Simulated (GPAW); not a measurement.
# CS2 (Cmce) in GPAW: single point with LDA

Aim: the single point of CS2 with LDA.

Program: GPAW 26.7.0. These are calculated values, not measurements. Logs are shortened: lines on timing, memory, paths and dates and some standing lists are left out, and cuts for length are marked. The log counts tension as positive stress, the text compression.

**1. The structure**

It takes space group Cmce (No. 64, orthorhombic). Conventional cell: a = 7.292 Å, b = 5.989 Å, c = 9.851 Å, α = 90.00°, β = 90.00°, γ = 90.00°. Around S (site symmetry m) lie 1 C at 1.56 Å. Around C (site symmetry 2/m) lie 2 S at 1.56 Å.

The cell comes from a database or a generator and needn't be the stable form of this composition.

**2. Single point, LDA**

The input, run.py:

```python
from ase import Atoms
from ase.dft.bandgap import bandgap
from ase.io import write
from ase.units import GPa
from gpaw import GPAW, PW

atoms = Atoms(['S', 'S', 'S', 'S', 'C', 'C'],
              cell=[[3.645788, -2.994314, 0.0],
                    [3.645788, 2.994314, 0.0],
                    [0.0, 0.0, 9.851257]],
              scaled_positions=[[0.181521, 0.818479, 0.886867],
                                [0.318479, 0.681521, 0.386867],
                                [0.681521, 0.318479, 0.613133],
                                [0.818479, 0.181521, 0.113133],
                                [0.5, 0.5, 0.5],
                                [0.0, 0.0, 0.0]],
              pbc=True)

calc = GPAW(mode=PW(600),
            xc='LDA',
            kpts={'size': (5, 5, 3), 'gamma': True},
            occupations={'name': 'fermi-dirac', 'width': 0.05},
            nbands=30,
            maxiter=120,
            txt='gpaw.txt')
atoms.calc = calc
energy = atoms.get_potential_energy()
forces = atoms.get_forces()
stress = atoms.get_stress()
calc.write('gs.gpw')
write('result.traj', atoms)
print(f'Energy: {energy:.6f} eV')
print('Forces (eV/A):')
print(forces.round(4))
print('Stress (GPa):', (stress / GPa).round(3))
print('Fermi level:', round(calc.get_fermi_level(), 4), 'eV')
print(f'Gap: {bandgap(calc)[0]:.4f} eV, direct: {bandgap(calc, direct=True)[0]:.4f} eV')
```

Potentials or basis: the program's PAW data sets (release 1.2.1) made for this functional, pw.

Started as:

```bash
> OMP_NUM_THREADS=1 python run.py
```

gpaw.txt:

```text
__  _  _
 | _ |_)|_||  |
 |__||  | ||/\| - 26.7.0

Input parameters:
  mode=PW(ecut=600.0),
  kpts=MonkhorstPack(size=(5, 5, 3), gamma=True),
  maxiter=120,
  nbands=30,
  occupations=Occupations(name='fermi-dirac', width=0.05),
  xc=XC(name='LDA')

Diagonalizing LCAO Hamiltonian
Converting LCAO to pw mode

                   S

                 S
                  C
                  S

        C       S

Atoms  # Å, Bohr magnetons
|   | symbol |        x |         y |        z |    initial magnetic moments |
|---|--------|----------|-----------|----------|-----------------------------|
| 0 |      S | 3.645788 |  1.907252 | 8.736755 | ( 0.0000,  0.0000,  0.0000) |
| 1 |      S | 3.645788 |  1.087062 | 3.811126 | ( 0.0000,  0.0000,  0.0000) |
| 2 |      S | 3.645788 | -1.087062 | 6.040131 | ( 0.0000,  0.0000,  0.0000) |
| 3 |      S | 3.645788 | -1.907252 | 1.114502 | ( 0.0000,  0.0000,  0.0000) |
| 4 |      C | 3.645788 |  0.000000 | 4.925629 | ( 0.0000,  0.0000,  0.0000) |
| 5 |      C | 0.000000 |  0.000000 | 0.000000 | ( 0.0000,  0.0000,  0.0000) |

Unit cell  # Å
| periodic |        x |         y |        z |  lengths |    angles |
|----------|----------|-----------|----------|----------|-----------|
|      yes | 3.645788 | -2.994314 | 0.000000 | 4.717805 | 90.000000 |
|      yes | 3.645788 |  2.994314 | 0.000000 | 4.717805 | 90.000000 |
|      yes | 0.000000 |  0.000000 | 9.851257 | 9.851257 | 78.793055 |

Number of symmetries: 4
Symmetry operations  # r_c * U_cc + t_c -> r_c
|   | kind |            matrix            |
|---|------|------------------------------|
| 0 |  E   |  1, 0, 0,  0, 1, 0,  0, 0, 1 |
| 1 |  C2  |  0, 1, 0,  1, 0, 0,  0, 0,-1 |
| 2 |  σ   |  0,-1, 0, -1, 0, 0,  0, 0, 1 |
| 3 |  i   | -1, 0, 0,  0,-1, 0,  0, 0,-1 |

BZ-sampling:
  Number of BZ points: 75
  Number of IBZ points: 24

  Monkhorst-Pack size: [5, 5, 3]
  Monkhorst-Pack shift: [0, 0, 0]

K-points  # in reciprocal-cell coordinates
|     |                                coordinates |     weight |
|-----|--------------------------------------------|------------|
|   0 | (  0.00000000,   0.00000000,   0.00000000) | 0.01333333 |
|   1 | (  0.00000000,   0.00000000,   0.33333333) | 0.02666667 |
|   2 | (  0.20000000,  -0.20000000,  -0.33333333) | 0.02666667 |
|   3 | (  0.20000000,  -0.20000000,   0.00000000) | 0.02666667 |
|   4 | (  0.20000000,  -0.20000000,   0.33333333) | 0.02666667 |
|   5 | (  0.20000000,   0.00000000,  -0.33333333) | 0.05333333 |
|   6 | (  0.20000000,   0.00000000,   0.00000000) | 0.05333333 |
|   7 | (  0.20000000,   0.00000000,   0.33333333) | 0.05333333 |
|   8 | (  0.20000000,   0.20000000,   0.00000000) | 0.02666667 |
|   9 | (  0.20000000,   0.20000000,   0.33333333) | 0.05333333 |
| ... |                                            |            |
|  23 | (  0.40000000,   0.40000000,   0.33333333) | 0.05333333 |

Plane wave coefficients: 7201
Cutoff: 600.0 eV

Spin-components: 1 (collinear spins)
Bands:           30
Projectors:      30
Spin-degeneracy: 2
Datatype:        complex128

Parallelization:
  kpt:    1
  domain: 1
  band:   1

Density:
  Valence electrons: 32.0
  Components: 1
  Grid points: [27 27 56]
  Charge: 0.0  # |e|

Potential:
  Grid points: [27 27 56]

species:
  S:
    name:    Sulfur
    Z:       16.0
    valence: 6
    core:    10
    charge:  0.0  # [|e|]
    compensation charges:
      type: gauss
      rc: 0.24  # [Å]
      lmax: 2
    cutoffs:
      filter: 1.77  # [Å]
      core: 1.66  # [Å]
    projectors
    | kind |    occ | energy [eV] | rcut [Å] |
    |------|--------|-------------|----------|
    |   3s |  2.000 |     -17.278 |    0.974 |
    |   3p |  4.000 |      -7.106 |    0.979 |
    |    s |        |       9.933 |    0.974 |
    |    p |        |      20.105 |    0.979 |
    |    d |        |       0.000 |    0.900 |

    Using partial waves for S as LCAO basis

  C:
    name:    Carbon
    Z:       6.0
    valence: 4
    core:    2
    charge:  0.0  # [|e|]
    compensation charges:
      type: gauss
      rc: 0.20  # [Å]
      lmax: 2
    cutoffs:
      filter: 1.14  # [Å]
      core: 1.14  # [Å]
    projectors
    | kind |    occ | energy [eV] | rcut [Å] |
    |------|--------|-------------|----------|
    |   2s |  2.000 |     -13.639 |    0.635 |
    |   2p |  2.000 |      -5.414 |    0.635 |
    |    s |        |      13.573 |    0.635 |
    |    p |        |      21.797 |    0.635 |
    |    d |        |       0.000 |    0.635 |

    Using partial waves for C as LCAO basis

Reference energy: -45335.940849  # eV

eigensolver:
  PPCG
  Converge bands: occupied
  niter=2

density mixing:
  MSR1-Mixer
  Pratt-step length: 0.05
  Maximum mixing coefficient: 0.75
  Old densities: 10
  SVD Regularization: 0.005
  Good broyden scale: 1.0
  Trust region scale: 1.0
  Backstep threshold: 4.0
  History deletion threshold: 6.0
  Fourier metric: weight=20.0, sigma=0.015

occupation numbers:
  Fermi-Dirac:
    width: 0.0500  # eV

poisson solver:
  ecut: 4800.0  # eV

xc functional:
  name: None

convergence criteria:
- Maximum [total energy] change in last 3 cyles: 0.0005 eV / valence electron
- Maximum integral of absolute [dens]ity change: 0.0001 electrons / valence electron
- Maximum integral of absolute [eigenst]ate change: 4e-08 eV^2 / valence electron
maximum number of iterations: 120

SCF iterations
|iter     | |      energy | eigst |  dens |
|---------|-|-------------|-------|-------|
|iter:   1| |  -37.620996 | +0.51 |       |
|iter:   2| |  -37.159513 | -1.22 | -0.99 |
|iter:   3| |  -35.700838 | -1.32 | -1.05 |
|iter:   4| |  -35.680747 | -2.71 | -1.47 |
|iter:   5| |  -35.674393 | -3.09 | -1.84 |
|iter:   6| |  -35.674204c| -4.24 | -2.39 |
|iter:   7| |  -35.674250c| -5.34 | -3.03 |
|iter:   8| |  -35.674251c| -6.77 | -3.87 |
|iter:   9| |  -35.674251c| -7.59c| -4.39c|

Converged in 9 steps
Energy contributions relative to reference atoms: (reference = -45335.940849)

Energy contributions:
  Kinetic:          37.244507
  Coulomb:         -41.860560
  Zero:              0.260415
  External:          0.000000
  Xc:              -31.318614
  Entropy:          -0.000000
  Spinorbit:         0.000000
  ----------------------------
  Free energy:     -35.674251
  Extrapolated:    -35.674251

dipole moment: (-14.466920, 0.000000, -19.545479)  # |e|*Ang

Fermi level: -0.610
Eigenvalues  # (at kpt = [0.000, 0.000, 0.000])
| band index |      eig [eV] | occ [0-2] |
|------------|---------------|-----------|
|          0 |       -16.832 |     2.000 |
|        ... |               |           |
|          8 |        -4.997 |     2.000 |
|          9 |        -4.958 |     2.000 |
|         10 |        -4.852 |     2.000 |
|         11 |        -4.829 |     2.000 |
|         12 |        -2.523 |     2.000 |
|         13 |        -2.401 |     2.000 |
|         14 |        -2.365 |     2.000 |
|         15 |        -2.208 |     2.000 |
|         16 |         1.390 |     0.000 |
|         17 |         1.479 |     0.000 |
|         18 |         1.715 |     0.000 |
|         19 |         1.944 |     0.000 |
|         20 |         2.821 |     0.000 |
|         21 |         3.927 |     0.000 |
|         22 |         5.225 |     0.000 |
|         23 |         5.316 |     0.000 |
|        ... |               |           |
|         29 |         7.900 |     0.000 |

Gap: 3.352 eV
Transition (v -> c):
  (s=0, k=11, n=15, [0.40, -0.40, 0.00]) -> (s=0, k=11, n=16, [0.40, -0.40, 0.00])
No difference between direct/indirect transitions

Forces  # eV/Ang
|       x |        y |        z |
|---------|----------|----------|
| 0.00000 |  0.13565 |  0.13624 |  # S    0
| 0.00000 | -0.13447 |  0.13468 |  # S    1
| 0.00000 |  0.13447 | -0.13468 |  # S    2
| 0.00000 | -0.13565 | -0.13624 |  # S    3
| 0.00000 |  0.00000 |  0.00000 |  # C    4
| 0.00000 |  0.00000 |  0.00000 |  # C    5

Stress tensor  # eV/Ang^3
|        x |        y |        z |
|----------|----------|----------|
| 0.005143 | 0.000000 | 0.000000 |
| 0.000000 | 0.008039 | 0.000001 |
| 0.000000 | 0.000001 | 0.008092 |

# Writing to gs.gpw (mode='')
```

Run time: 42 s. Hardware: 1 thread of Intel Xeon 6975P-C (Granite Rapids), shared host; peak memory 0.32 GiB.

Results:

* Free energy: -35.6743 eV
* Pressure: -1.1 GPa
* Largest force: 0.192 eV/Å
* Band gap on the k mesh: 3.35 eV, direct

Forces on the atoms (eV/Å):
```
S    0.000  0.136  0.136
S    0.000 -0.134  0.135
S    0.000  0.134 -0.135
S    0.000 -0.136 -0.136
C    0.000  0.000  0.000
C    0.000  0.000  0.000
```

Levels at points of the mesh, in eV from the valence-band top:
```csv
k point,band 13,band 14,band 15,band 16,band 17,band 18,band 19,band 20
"(0.00, 0.00, 0.00)",-0.49,-0.37,-0.33,-0.17,3.42,3.51,3.75,3.98
```

Caveat: the cutoff is short for stress and forces, so pressures can be off by a GPa or more; an odd mesh through Γ misses points on the zone boundary, where band edges often lie.
